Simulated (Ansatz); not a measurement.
# Ru (hcp type): the cost of one run

Program: Ansatz 0.2.0. Level of theory: DFT, PBE, all-electron LAPW, scalar-relativistic. These are calculated values, not measurements.

### 1 Starting point

It takes space group P6_3/mmc (No. 194, hexagonal). Conventional cell: a = 2.721 Å, b = 2.721 Å, c = 4.296 Å, α = 90.00°, β = 90.00°, γ = 120.00°. Ru (site symmetry -6m2) has 12 Ru at 2.66 to 2.72 Å as nearest neighbours.

Structure file:

```xyz
2
Lattice="1.3604 -2.3562 0.0000 1.3604 2.3562 0.0000 0.0000 0.0000 4.2961" Properties=species:S:1:pos:R:3 pbc="T T T"
Ru    1.3604   -0.7854    1.0740
Ru    1.3604    0.7854    3.2220
```

Atoms are numbered in the order of the input: Ru1, Ru2.

### 2 Bulk in the slab's orientation, LAPW

The input, input.yaml:

```yaml
crystal:
  lattice:
    - [1.3603692282, -2.3562286202, 0.0]
    - [1.3603692282, 2.3562286202, 0.0]
    - [0.0, 0.0, 4.2960587739]
  atoms:
    - { symbol: Ru, position: [0.666666667, 0.333333333, 0.25] }
    - { symbol: Ru, position: [0.333333333, 0.666666667, 0.75] }
kpoints:
  mp_grid: { grid: [14, 14, 8] }
scf:
  occupations: { method: fermi_dirac, width: 0.08 }
hamiltonian:
  xc: pbe
  pseudopotentials: { kind: all_electron, lapw: { basis_error: 0.001 } }
output:
  forces: true
  stress: true
  eigenvalues: true
```

Command:

```bash
ansatz run input.yaml --threads 1 --pin off --max-ram 3584MiB --backend cpu --events-out ev --progress --plain --runs-dir out
```

**Question.** How long does this run take on 1 thread of Intel Xeon Platinum 8488C (Sapphire Rapids), shared host, and how much memory does it need?

About 22 s, with a peak of 0.52 GiB.
